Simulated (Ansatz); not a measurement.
# HfZrGe4: the cost of one run

Program: Ansatz 0.2.0. Level of theory: DFT PBE, scalar-relativistic, plane waves, PAW. These are calculated values, not measurements.

## 1. The structure to begin with

Symmetry: F-43m, No. 216, cubic system. The conventional cell has a = 7.672 Å, b = 7.672 Å, c = 7.672 Å, α = 90.00°, β = 90.00°, γ = 90.00°. Zr (site symmetry -43m) is surrounded by 12 Ge at 3.18 Å and 4 Hf at 3.32 Å. Hf (site symmetry -43m) has 12 Ge at 3.18 Å and 4 Zr at 3.32 Å in its first shell of neighbours. Around Ge (site symmetry 3m) lie 6 Ge at 2.71 to 2.72 Å and 3 Hf at 3.18 Å and 3 Zr at 3.18 Å.

As a file:

```
Zr Hf Ge
1.0
     0.00000    3.83602    3.83602
     3.83602    0.00000    3.83602
     3.83602    3.83602    0.00000
Zr Hf Ge
1 1 4
Direct
  0.75000 0.75000 0.75000
  0.00000 0.00000 0.00000
  0.87559 0.37480 0.37480
  0.37480 0.87559 0.37480
  0.37480 0.37480 0.87559
  0.37480 0.37480 0.37480
```

It is the end of an earlier relaxation with the same method, from a database cell with other species swapped in; it is a trial structure. At a tolerance of 0.05 Å it has space group F-43m (No. 216); it has 18.82 Å³/atom, an uncorrected energy of +0.06 eV/atom over the elements.

## 2. Static run: bands, density of states and charges

input.yaml reads:

```yaml
crystal:
  lattice:
    - [0.0, 3.8360215372, 3.8360215372]
    - [3.8360215372, 0.0, 3.8360215372]
    - [3.8360215372, 3.8360215372, 0.0]
  atoms:
    - { symbol: Zr, position: [0.75, 0.75, 0.75] }
    - { symbol: Hf, position: [0.0, 0.0, 0.0] }
    - { symbol: Ge, position: [0.8755907717, 0.3748030761, 0.3748030761] }
    - { symbol: Ge, position: [0.3748030761, 0.8755907717, 0.3748030761] }
    - { symbol: Ge, position: [0.3748030761, 0.3748030761, 0.8755907717] }
    - { symbol: Ge, position: [0.3748030761, 0.3748030761, 0.3748030761] }
basis:
  ecutwfc: 420
kpoints:
  mp_grid: { grid: [8, 8, 8] }
  band_path:
    path:
      - [[0.0, 0.0, 0.0], [-0.5, -0.5, 0.0], [-0.375, -0.375, 0.25]]
      - [[-0.375, 0.0, 0.375], [0.0, 0.0, 0.0], [0.0, 0.0, 0.5], [-0.5, -0.25, 0.25], [-0.5, -0.5, 0.0]]
    npoints: 14
hamiltonian:
  xc: pbe
scf:
  occupations: { method: gaussian, width: 0.1 }
  n_extra_bands: 15
output:
  forces: true
  stress: true
  eigenvalues: true
  populations: true
  dos: { projected: true, de: 0.02, nscf_kmesh: { grid: [10, 10, 10] } }
  bader: true
  write_density: true
  write_potential: true
  elf: true
  volumetric_format: npy
```

Run with:

```console
$ ansatz run input.yaml --threads 1 --pin off --max-ram 2560MiB --backend cpu --events-out ev --progress --plain --runs-dir out
```

What time and memory should one allow on 1 thread of Intel Xeon at 2.50GHz (Skylake/Cascade Lake), shared host?

About 3.2 min, with a peak of 0.67 GiB.
